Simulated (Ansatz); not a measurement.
**AlH₄NOS: small, medium and large basis sets**

The task here is to estimate one member of a computed series from the others.

Program: Ansatz 0.2.0, Gaussian basis. Level of theory: one geometry, several basis sets. These are calculated values, not measurements.

Levels to be run: PBE0-D4/def2-SVP; ωB97M-V/def2-SVP; PBE0-D4/def2-QZVPP; ωB97M-V/def2-QZVPP; the functionals' def2-TZVPP values are taken from earlier runs.

## The relaxed structure

The geometry comes from an earlier relaxation with PBE0-D4 in a triple-zeta def2 set; it is a stationary point, not always the lowest conformer.

SMILES `[NH2][Al]([OH])[SH]`, 8 atoms, charge 0, spin multiplicity 1.

Atoms are counted from 1 here; the program's logs count them from 0.

Bond lengths: N1–Al2 1.761 Å, N1–H5 1.006 Å, N1–H6 1.007 Å, Al2–O3 1.693 Å, Al2–S4 2.178 Å, O3–H7 0.955 Å, S4–H8 1.345 Å. Angles: Al2–N1–H5 125.7°, Al2–N1–H6 124.1°, H5–N1–H6 110.2°, N1–Al2–O3 123.7°, N1–Al2–S4 119.4°, O3–Al2–S4 116.9°, Al2–O3–H7 125.1°, Al2–S4–H8 91.5°.

Coordinates:

```mol
AlH4NOS
  3D, bonds by distance, orders not assigned

  8  7  0  0  0  0  0  0  0  0999 V2000
   -0.4489    1.4811    0.1517 N   0  0
   -0.0017   -0.2126   -0.0289 Al  0  0
    1.5984   -0.7631   -0.0740 O   0  0
   -1.5660   -1.7171   -0.2104 S   0  0
    0.1928    2.2508    0.2418 H   0  0
   -1.3985    1.8142    0.1794 H   0  0
    2.3723   -0.2084   -0.0053 H   0  0
   -0.6561   -2.7019   -0.3100 H   0  0
  1  2  8  0
  2  3  8  0
  2  4  8  0
  1  5  8  0
  1  6  8  0
  3  7  8  0
  4  8  8  0
M  END
```

The first run:

File in.yaml:

```yaml
crystal:
  periodic: [false, false, false]
  atoms:
    - {symbol: N, position_ang: [-0.448889, 1.481067, 0.151732]}
    - {symbol: Al, position_ang: [-0.001721, -0.212615, -0.028926]}
    - {symbol: O, position_ang: [1.598420, -0.763069, -0.074013]}
    - {symbol: S, position_ang: [-1.566045, -1.717127, -0.210437]}
    - {symbol: H, position_ang: [0.192773, 2.250817, 0.241770]}
    - {symbol: H, position_ang: [-1.398500, 1.814172, 0.179412]}
    - {symbol: H, position_ang: [2.372266, -0.208428, -0.005295]}
    - {symbol: H, position_ang: [-0.656106, -2.701917, -0.310044]}
basis:
  gaussian: {orbitals: def2-SVP}
hamiltonian: {xc: pbe0, dispersion: d4}
output: {orbitals: {seedname: orbitals}}
```

Steps of the session up to this table: PBE0-D4 in def2-SVP; ωB97M-V in def2-SVP; PBE0-D4 in def2-QZVPP; ωB97M-V in def2-QZVPP.

One table of the session follows, with a row left open; its other results are not shown here.

It belongs to the step «Functionals by basis». 

| functional | basis | HOMO (eV) | LUMO (eV) |
| --- | --- | --- | --- |
| PBE0-D4 | def2-SVP | -7.01 | 0.09 |
| PBE0-D4 | def2-TZVPP | -7.28 | -0.23 |
| PBE0-D4 | def2-QZVPP | ? | ? |
| ωB97M-V | def2-SVP | -9.21 | 1.68 |
| ωB97M-V | def2-TZVPP | -9.51 | 1.29 |
| ωB97M-V | def2-QZVPP | -9.57 | 0.77 |

Estimate the missing values for PBE0-D4, def2-QZVPP.

As computed: HOMO (eV): -7.34; LUMO (eV): -0.52. In the column «HOMO (eV)» it lies between ωB97M-V, def2-SVP (-9.21) and PBE0-D4, def2-TZVPP (-7.28).
